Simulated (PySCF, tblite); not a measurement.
# C₄HF₂N₂ radical: geometry, infrared bands and EPR parameters

Wanted: the infrared bands and EPR parameters of C₄HF₂N₂ radical (`Fc1[c]cc(F)nn1`), by calculation.

The runs use tblite 0.8.0 and PySCF 2.14.0, with density-fitted response routines of our own; the level of theory stands in each step. All values are computed, except where a source is named. Atoms are numbered from 0 throughout.

### Step 1. Starting geometry

9 atoms, charge 0, multiplicity 2; geometry from: force field or distance geometry start.

Bonds of the start (Å): F0–C1 1.36, C1–C2 1.37, C2–C3 1.39, C3–C4 1.39, C4–F5 1.36, C4–N6 1.35, N6–N7 1.34, N7–C1 1.34, C3–H8 1.09.

### Step 2. Geometry optimisation with GFN2-xTB

The job: settings as JSON, then the geometry in Å.

```
{"job": {"kind": "relax", "xc": "GFN2-xTB", "basis": "xTB"}, "charge": 0, "multiplicity": 2}
F      2.843500     0.427900     0.038400
C      1.516200     0.142900     0.004800
C      0.565000     1.127400     0.074100
C     -0.783800     0.796200     0.034300
C     -1.124900    -0.550100    -0.033800
F     -2.446800    -0.870100    -0.070400
N     -0.153400    -1.489000    -0.098200
N      1.144800    -1.147200    -0.062600
H     -1.547200     1.568200     0.088300
```

Launch:

```sh
OMP_NUM_THREADS=1 python probes_run.py task.json out
```

This one command runs all jobs of the session in turn.

Output:

```text
step      E/eV     max force
  0    -659.71897    3.115
  1    -659.93889    1.224
  2    -660.00276    0.845
  3    -660.05135    0.585
  4    -660.07066    0.498
  5    -660.08366    0.284
  6    -660.08744    0.199
  7    -660.08945    0.119
  8    -660.09058    0.100
  9    -660.09124    0.056
 10    -660.09143    0.030
 11    -660.09148    0.017
 12    -660.09149    0.014
 13    -660.09151    0.008
```

It took 0.05 s on 1 thread of Arm Neoverse V2, shared host.

Along the way:

| step | energy from step 0 (eV) | largest force (eV/Å) |
| --- | --- | --- |
| 0 | 0.0000 | 3.1152 |
| 1 | -0.2199 | 1.2236 |
| 2 | -0.2838 | 0.8445 |
| 3 | -0.3324 | 0.5853 |
| 4 | -0.3517 | 0.4977 |
| 5 | -0.3647 | 0.2845 |
| 6 | -0.3685 | 0.1990 |
| 7 | -0.3705 | 0.1185 |
| 8 | -0.3716 | 0.1004 |
| 9 | -0.3723 | 0.0556 |
| 10 | -0.3725 | 0.0297 |
| 11 | -0.3725 | 0.0175 |
| 12 | -0.3725 | 0.0142 |
| 13 | -0.3725 | 0.0080 |

Close pairs (by a distance rule), those that changed most:

| bond | before (Å) | after (Å) | change (Å) |
| --- | --- | --- | --- |
| N6–N7 | 1.343 | 1.270 | -0.073 |
| C4–N6 | 1.353 | 1.306 | -0.046 |
| F0–C1 | 1.358 | 1.318 | -0.040 |
| C4–F5 | 1.361 | 1.322 | -0.038 |
| C2–C3 | 1.389 | 1.360 | -0.029 |
| C1–N7 | 1.344 | 1.319 | -0.025 |
| C3–C4 | 1.391 | 1.411 | +0.020 |
| C1–C2 | 1.371 | 1.384 | +0.013 |

The final coordinates are the input of the step that follows.

### Step 3. Harmonic vibrations with GFN2-xTB

The job: settings as JSON, then the geometry in Å.

```
{"job": {"kind": "ir", "xc": "GFN2-xTB", "basis": "xTB"}, "charge": 0, "multiplicity": 2}
F      2.786123     0.331682     0.030323
C      1.482202     0.140060     0.012737
C      0.555350     1.165854     0.070898
C     -0.764158     0.836334     0.044861
C     -1.081963    -0.535349    -0.040960
F     -2.341062    -0.937330    -0.071937
N     -0.144667    -1.443773    -0.091550
N      1.081747    -1.114676    -0.065539
H     -1.560011     1.563191     0.085985
```

Output:

```text
mode    cm-1     km/mol
  1     119.8      1.79
  2     330.4      4.09
  3     342.2      0.93
  4     426.4      0.56
  5     444.7      3.09
  6     455.2      4.26
  7     521.0     35.45
  8     620.2     16.30
  9     673.4      1.00
 10     760.9     15.24
 11     842.3     30.25
 12     895.2     11.87
 13    1011.1     87.52
 14    1134.5     78.47
 15    1237.5     50.84
 16    1327.7     88.55
 17    1367.1    143.10
 18    1399.6    455.50
 19    1439.6    104.36
 20    1585.1     25.21
 21    3095.8      1.33
```

Wall time 0.15 s (1 thread of Arm Neoverse V2, shared host).

The strongest bands and the atoms that carry them (share of the mass-weighted mode):

| cm⁻¹ | km/mol | atoms |
| --- | --- | --- |
| 521 | 35.5 | C1 35 %, C4 30 %, N6 15 %, C2 10 % |
| 1011 | 87.5 | H8 29 %, N6 22 %, C3 16 %, N7 13 % |
| 1134 | 78.5 | H8 56 % |
| 1238 | 50.8 | C4 32 %, C1 28 %, N7 15 % |
| 1328 | 88.5 | C1 46 %, N6 15 %, N7 13 %, C4 13 % |
| 1367 | 143.1 | C3 26 %, C2 22 %, N6 18 %, C1 11 % |
| 1400 | 455.5 | C4 30 %, C1 28 %, C2 14 %, C3 13 % |
| 1440 | 104.4 | C4 46 %, N7 22 %, C1 14 %, N6 13 % |

### Step 4. g tensor and hyperfine couplings: B3LYP/pcH-1

Same as in step 3 but for these lines:

```diff
@@ -1,2 +1,2 @@
-{"job": {"kind": "ir", "xc": "GFN2-xTB", "basis": "xTB"}, "charge": 0, "multiplicity": 2}
+{"job": {"kind": "epr", "basis": "pcH-1"}, "charge": 0, "multiplicity": 2}
 F      2.786123     0.331682     0.030323
```

With the program's defaults for keys left out, this is: UKS B3LYP, pcH-1 on C F H N, non-relativistic, mean-field spin-orbit, GIAO.

Output:

```text
UKS, coarse grid
  cycle   1  E = -461.99972125  |g| = 5.08e-01
  cycle   2  E = -461.84770238  |g| = 8.39e-01
  cycle   3  E = -462.07396534  |g| = 1.80e-01
  cycle   4  E = -462.08370443  |g| = 1.27e-01
  cycle   5  E = -462.09163205  |g| = 2.19e-02
  cycle   6  E = -462.09180364  |g| = 1.60e-02
  cycle   7  E = -462.09197187  |g| = 5.79e-03
  cycle   8  E = -462.09201491  |g| = 2.00e-03
  cycle   9  E = -462.09201965  |g| = 9.57e-04
UKS, final grid
  cycle   1  E = -462.09196274  |g| = 1.60e-03
  cycle   2  E = -462.09195935  |g| = 3.22e-03
  cycle   3  E = -462.09196397  |g| = 5.37e-04
  cycle   4  E = -462.09196412  |g| = 2.02e-04
  cycle   5  E = -462.09196417  |g| = 1.48e-04
  cycle   6  E = -462.09196422  |g| = 3.20e-05
  cycle   7  E = -462.09196422  |g| = 1.27e-05
E = -462.09196422 Eh   <S^2> = 0.7574 (exact 0.7500)
g shifts (ppm)      1          2          3
  rmc          -188       -188       -188
  gc             35          2        -39
  oz_so        -374       -227       1458
  total        -527       -412       1232
hyperfine (MHz)  atom isotope    a_iso     a_fc   dipolar eigenvalues
    0   19F     -38.44     -38.44    -17.73      5.48     12.25
    1   13C     -25.79     -25.79    -15.91     -8.12     24.03
    2   13C     370.31     370.31    -66.95    -53.14    120.09
    3   13C      -6.91      -6.91    -13.37     -0.87     14.24
    4   13C       8.84       8.84     -8.18     -6.24     14.42
    5   19F      33.87      33.87    -26.40    -13.10     39.50
    6   14N      26.40      26.40     -4.37     -0.87      5.24
    7   14N      14.06      14.06    -10.55     -7.52     18.07
    8    1H      81.18      81.18     -6.00     -4.63     10.63
```

Wall time 32 s (1 thread of Arm Neoverse V2, shared host); peak memory 0.74 GiB.

Principal g values 2.00179, 2.00191, 2.00355; g(iso) = 2.00242, against 2.00232 for a free electron.

Hyperfine couplings, nucleus by nucleus at this fixed geometry (no averaging over rotations):

| nuclei | isotope | a(iso) (MHz) | a(iso) (G, at g = 2.0023) | largest dipolar term (MHz) |
| --- | --- | --- | --- | --- |
| C2 | 13C | 370.3 | 132.1 | 120.1 |
| H8 | 1H | 81.2 | 29.0 | 10.6 |
| F0 | 19F | -38.4 | -13.7 | -17.7 |
| F5 | 19F | 33.9 | 12.1 | 39.5 |
| N6 | 14N | 26.4 | 9.4 | 5.2 |
| C1 | 13C | -25.8 | -9.2 | 24.0 |
| N7 | 14N | 14.1 | 5.0 | 18.1 |
| C4 | 13C | 8.8 | 3.2 | 14.4 |
| C3 | 13C | -6.9 | -2.5 | 14.2 |

Mulliken spin populations:

| atom | value (e) |
| --- | --- |
| F0 | 0.00 |
| C1 | -0.01 |
| C2 | 0.83 |
| C3 | -0.09 |
| C4 | 0.06 |
| F5 | 0.01 |
| N6 | 0.02 |
| N7 | 0.16 |
| H8 | 0.03 |

In first order the couplings over 0.8 MHz of 1H, 19F, 14N give 72 distinct lines over 83.6 G.

Orbitals, density, ELF and potential are computed afterwards from the orbital file.

ELF in a plane through or near 9 of the atoms.

Values, 10 rows by 14 columns:
```
0.00 0.00 0.00 0.00 0.00 0.00 0.00 0.00 0.00 0.00 0.00 0.00 0.00 0.00
0.00 0.00 0.00 0.00 0.00 0.06 0.11 0.01 0.00 0.01 0.00 0.00 0.00 0.00
0.00 0.00 0.00 0.00 0.14 0.79 0.83 0.13 0.56 0.96 0.20 0.00 0.00 0.00
0.00 0.00 0.03 0.21 0.02 0.78 0.51 0.68 0.95 1.00 0.68 0.00 0.00 0.00
0.00 0.00 0.32 0.87 0.49 0.80 0.31 0.80 0.31 0.39 0.01 0.00 0.00 0.00
0.00 0.00 0.37 0.87 0.54 0.32 0.32 0.15 0.40 0.56 0.86 0.44 0.00 0.00
0.00 0.00 0.04 0.09 0.18 0.65 0.72 0.35 0.66 0.64 0.82 0.39 0.00 0.00
0.00 0.00 0.00 0.01 0.79 0.92 0.25 0.94 0.75 0.05 0.41 0.07 0.00 0.00
0.00 0.00 0.00 0.00 0.09 0.13 0.04 0.71 0.62 0.01 0.00 0.00 0.00 0.00
0.00 0.00 0.00 0.00 0.00 0.00 0.00 0.01 0.00 0.00 0.00 0.00 0.00 0.00
```
The map spans 10.8 Å across and 8.5 Å up, centred on the molecule. Atoms in the plane (x, y in Å): F0 (-2.8, 0.2), C1 (-1.5, 0.1), C2 (-0.6, 1.1), C3 (0.7, 0.9), C4 (1.1, -0.5), F5 (2.4, -0.8), N6 (0.2, -1.4), N7 (-1.0, -1.2), H8 (1.5, 1.6).

log10 of the density (e/Å³) in the same plane.

Ten even steps from ' ' (-4.0) to '@' (2.2):
```
                                                        
                      ....                              
                  ..::::::::............                
              ....::----------::------::..              
              ..::--==================--::..            
          ..::::--====++++++++++++++++==--....          
      ..::--========++************##**++--::..          
      ::--++++++++++****@@##**####****==--::..          
    ..--==**####**************%%##**++==----::          
    ..--++**%%%%######****++********++++====--::        
    ..--==**####****##**++++++**%%****##**++==--..      
      ::==++++++++****##********##**##%%%%**++--..      
      ..::--====++**##@@########******####**++--..      
        ..::::--==****##**##@@##**++++****++==::        
          ..::--==++++++++******++==========--..        
            ..::--========++++++==--------::..          
              ..::::------======--::::....              
                  ......::::--::::....                  
                          ......                        
                                                        
```
The map spans 10.8 Å across and 8.5 Å up, centred on the molecule. Atoms in the plane (x, y in Å): F0 (-2.8, 0.2), C1 (-1.5, 0.1), C2 (-0.6, 1.1), C3 (0.7, 0.9), C4 (1.1, -0.5), F5 (2.4, -0.8), N6 (0.2, -1.4), N7 (-1.0, -1.2), H8 (1.5, 1.6).

On the surface of density 0.002 e/bohr³ the electrostatic potential runs, from the 1st to the 99th percentile, from -1.24 V near N6 to 1.73 V near H8.

The spin density lies nearest to C2 63 %; N7 14 %.

### Step 5. Results

| quantity | value |
| --- | --- |
| strongest single infrared mode (GFN2-xTB) | 1400 cm⁻¹, 456 km/mol |
| zero-point energy (GFN2-xTB) | 28.6 kcal/mol |
| g(iso) (B3LYP) | 2.00242 |
| ⟨S²⟩ | 0.757 (exact 0.75) |
| largest a(iso) | 13C on C2, 370.3 MHz |
| potential on the surface of density 0.002 e/bohr³, 1st and 99th percentile | -1.24 V and 1.73 V |

**Reading.** The optimisation took 13 steps and gained 0.373 eV; among the close pairs (by a distance rule), N6–N7 changed most, from 1.343 to 1.270 Å. All 21 modes are real, so the xTB geometry is a minimum. The strongest single mode, at 1400 cm⁻¹, is carried by C4, C1, C2, C3. Unscaled tight-binding wavenumbers are off by several per cent, some by more. Its intensities can rank the bands wrongly. Most of the unpaired spin sits on C2 (0.83 e). The isotropic g lies 0.1 ppt above the free-electron value. The conformer search found further structures of the same energy, which may be mirror or relabelled copies of this one.
